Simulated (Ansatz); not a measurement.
GeH8N2Si, SMILES [NH2][GeH2][NH][SiH3]: vertical spin-state energies, run with Ansatz's Python interface.

The script, `spin_geh8n2si.py`:
```python
"""Gap between spin states of GeH8N2Si at one geometry."""

import ansatz as az


def main() -> None:
    geometry_ang = [
        ("N", (-1.687, 0.1194, 1.053)),
        ("Ge", (-0.9537, 0.5336, -0.6111)),
        ("N", (0.3194, -0.7474, -1.0832)),
        ("Si", (1.749, -0.5029, -0.0329)),
        ("H", (-2.4536, 0.8081, 1.2216)),
        ("H", (-0.949, 0.3139, 1.7656)),
        ("H", (-0.3037, 1.9405, -0.562)),
        ("H", (-2.0825, 0.5381, -1.6729)),
        ("H", (-0.0825, -1.6798, -0.8389)),
        ("H", (1.3798, -0.7136, 1.3749)),
        ("H", (2.7928, -1.4704, -0.4019)),
        ("H", (2.271, 0.8605, -0.2122)),
    ]
    system = az.Crystal.molecule()
    for symbol, xyz in geometry_ang:
        system = system.atom(symbol, xyz)

    job = system.calculation().basis(gaussian="def2-TZVP").functional("pbe0")
    found = {}
    for unpaired in [0, 2]:
        report = job.spin("collinear", total=unpaired).run(threads=1).report
        s = unpaired / 2
        found[unpaired] = report["free_energy_ev"]
        print(f"2S+1 = {unpaired + 1}: E = {found[unpaired]:.5f} eV, <S^2> = {abs(report['mean_field']['state']['spin_squared']):.3f} (pure state {s * (s + 1):.2f})")
    lowest = min(found, key=found.get)
    for unpaired, e in found.items():
        print(f"multiplicity {unpaired + 1}: {23.060548 * (e - found[lowest]):.1f} kcal/mol above the lowest")


if __name__ == "__main__":
    main()
```

Which spin state is lowest at this geometry, and how far above lie the others?

In order: multiplicity 1 (+0.00 eV) and multiplicity 3 (+5.82 eV), all at the one geometry.

The output:

```console
$ python spin_geh8n2si.py
2S+1 = 1: E = -67494.45438 eV, <S^2> = 0.000 (pure state 0.00)
2S+1 = 3: E = -67488.63396 eV, <S^2> = 2.007 (pure state 2.00)
multiplicity 1: 0.0 kcal/mol above the lowest
multiplicity 3: 134.2 kcal/mol above the lowest
```

Caveats:
- Total energies depend on the basis set; only differences at equal settings carry meaning.
- The geometry is a force-field or estimated start, not a minimum of this method, and the basis set is short of its limit. All parts are taken at fixed geometry, without zero-point energy.
- Hardware and time: 54 s on 1 thread of Arm Neoverse V2 (shared host), peak memory 0.74 GiB.

(Lines on the test bed's own set-up are left out of the output.)
